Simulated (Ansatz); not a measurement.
# In: the cost of one run

Program: Ansatz 0.2.0. Level of theory: DFT PBE, scalar-relativistic, plane waves, PAW. These are calculated values, not measurements.

1 further run of the same task is left out (set aside as unsound or not needed).

## Step 1: The system as given

The structure is tetragonal, space group I4/mmm (No. 139). The conventional cell has a = 3.252 Å, b = 3.252 Å, c = 4.948 Å, α = 90.00°, β = 90.00°, γ = 90.00°. In (site symmetry 4/mmm) has 12 In at 3.25 to 3.38 Å as nearest neighbours.

Coordinates:

```
CELL_PARAMETERS angstrom
-1.62615 1.62615 2.47395
1.62615 -1.62615 2.47395
1.62615 1.62615 -2.47395
ATOMIC_POSITIONS crystal
In 0.00000 0.00000 0.00000
```

The structure comes from the Crystallography Open Database.

## Step 5: Setting up the map

The energy is mapped over volume and the cell's shape.

- volume per atom: 5 values from 24.19 to 30.79 Å³
- c/a of the conventional cell: 5 values from 1.251 to 1.592

Nothing else is relaxed (symmetry fixes all fractional coordinates). Energies count from the relaxed crystal. Points are written as (first, second).

(The set-up runs are not shown.)

## Step 6: Point (24.19 Å³, 1.251)

Contents of input.yaml:

```yaml
crystal:
  lattice:
    - [-1.6909925627, 1.6909925627, 2.1152625967]
    - [1.6909925627, -1.6909925627, 2.1152625967]
    - [1.6909925627, 1.6909925627, -2.1152625967]
  atoms:
    - { symbol: In, position: [0.0, 0.0, 0.0] }
basis:
  ecutwfc: 420
kpoints:
  mp_grid: { grid: [20, 20, 20] }
hamiltonian:
  xc: pbe
scf:
  occupations: { method: gaussian, width: 0.15 }
output:
  forces: true
  stress: true
  eigenvalues: true
  write_density: true
  write_potential: true
  elf: true
  volumetric_format: npy
```

Started as:

```console
$ ansatz run input.yaml --threads 1 --pin off --max-ram 2048MiB --backend cpu --events-out ev --progress --plain --runs-dir out
```

Q: Estimate wall time and peak memory on 1 thread of Arm Neoverse V1, shared host.

About 14 s, with a peak of 0.41 GiB.
